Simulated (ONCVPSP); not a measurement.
# An ONCV potential for rubidium, from input to tests

Do these settings give a usable potential? It is generated, then checked for transferability, scattering, ghosts and hardness.

The numbers are computed with ONCVPSP 4.0.1 (PBE, scalar-relativistic, spin-unpolarised reference atom).

## 1. Starting point

Typed settings, in words:

```
element                 : rubidium (Rb, Z = 37)
type                    : optimised norm-conserving Vanderbilt (ONCV)
frozen core             : [Ar] 3d10
valence charge          : 9
reference configuration : 4s2 4p6 5s1
partial waves           : 4s+5s: rc 1.95 bohr, ncon 4, nbas 8, qcut 7.6 1/bohr, 2 projectors; 4p: rc 2.35 bohr, ncon 4, nbas 8, qcut 7.1 1/bohr, 2 projectors, debl 2.3 Ha; d scattering state at 0.14 Ha: rc 2.40 bohr, ncon 4, nbas 8, qcut 3.7 1/bohr, 3 projectors, debl 0.6 Ha
local potential         : polynomial inside 1.90 bohr (lpopt 1, dvloc0 2 Ha)
core correction         : Teter function, fcfact 3, rcfact 1.5
```

An earlier all-electron run gives the scale for the radii.

All-electron outer shells of the reference configuration (PBE, scalar-relativistic, ld1.x):

```tsv
shell	level (eV)	outermost node (bohr)	outermost maximum (bohr)
3d	-103.96	–	0.39
4s	-31.89	0.62	1.25
4p	-15.96	0.64	1.42
5s	-2.23	1.79	4.38
5p	-0.75	2.21	6.21
```

## 2. Generating the potential

Input file Rb.dat:

```
# ATOM AND REFERENCE CONFIGURATION
# atsym  z   nc   nv     iexc    psfile
  Rb 37.00    6    3        4      upf
#
#   n    l    f
    1    0    2.00
    2    0    2.00
    2    1    6.00
    3    0    2.00
    3    1    6.00
    3    2   10.00
    4    0    2.00
    4    1    6.00
    5    0    1.00
#
# PSEUDOPOTENTIAL AND OPTIMIZATION
# lmax
    2
#
#   l,   rc,      ep,       ncon, nbas, qcut
    0    1.95    0.00    4    8    7.60
    1    2.35    0.00    4    8    7.10
    2    2.40    0.14    4    8    3.70
#
# LOCAL POTENTIAL
# lloc, lpopt,  rc(5),   dvloc0
    4    1    1.90    2.00
#
# VANDERBILT-KLEINMAN-BYLANDER PROJECTORs
# l, nproj, debl
    0    2    2.50
    1    2    2.30
    2    3    0.60
#
# MODEL CORE CHARGE
# icmod, fcfact, rcfact
    3    3.00    1.50
#
# LOG DERIVATIVE ANALYSIS
# epsh1, epsh2, depsh
   -3.00    5.00    0.02
#
# OUTPUT GRID
# rlmax, drl
    6.00    0.01
#
# TEST CONFIGURATIONS
# ncnf
    4
# nvcnf
#   n    l    f
    3
    4    0    2.00
    4    1    6.00
    5    0    0.00
#
    3
    4    0    2.00
    4    1    6.00
    5    0    0.50
#
    4
    4    0    2.00
    4    1    6.00
    5    0    0.00
    5    1    1.00
#
    3
    4    0    2.00
    4    1    5.00
    5    0    1.00
#
```

Started as:

```bash
$ oncvpsp.x < Rb.dat > Rb.out
```

What does the calculation give? Wanted: cutoffs for 1 and 0.1 mHa per electron, occupied waves; bound ghosts; GHOST(+) flags; largest test error; largest phase difference near zero energy, channels read; rms error of d²Exc/dn², without and with the model core.

**Answer**, as computed:

```
                                                quantity                     value
  cutoffs for 1 and 0.1 mHa per electron, occupied waves           16 Ha and 19 Ha
                                            bound ghosts           d at -206.45 eV
                                          GHOST(+) flags               s at 660 eV
                            largest test error (AE − PS)  -18 meV, for 4s2 4p5 5s1
largest phase difference near zero energy, channels read                 0.000 rad
 rms error of d²Exc/dn², without and with the model core         2.27 and 1.00 mHa
```

In words: A bound ghost (d) makes it unfit for use: electrons can fall into a state that the atom doesn't have. The worst unpolarised test, 4s2 4p5 5s1, is off by 18 meV on 21.1 eV; by total energies transferability rates as good. Atomic tests can pass in spite of a ghost, since they solve only for the levels asked. The potential is soft on the atom at that tolerance: the looser tolerance needs 16 Ha. At the looser tolerance the 4s wave is the slowest; 5s needs 12 Ha. Near zero energy the phases of the channels with partial waves agree within 0.001 rad. The program also flags highly localised states, GHOST(+) (s). All of this concerns the isolated atom, not yet a solid.
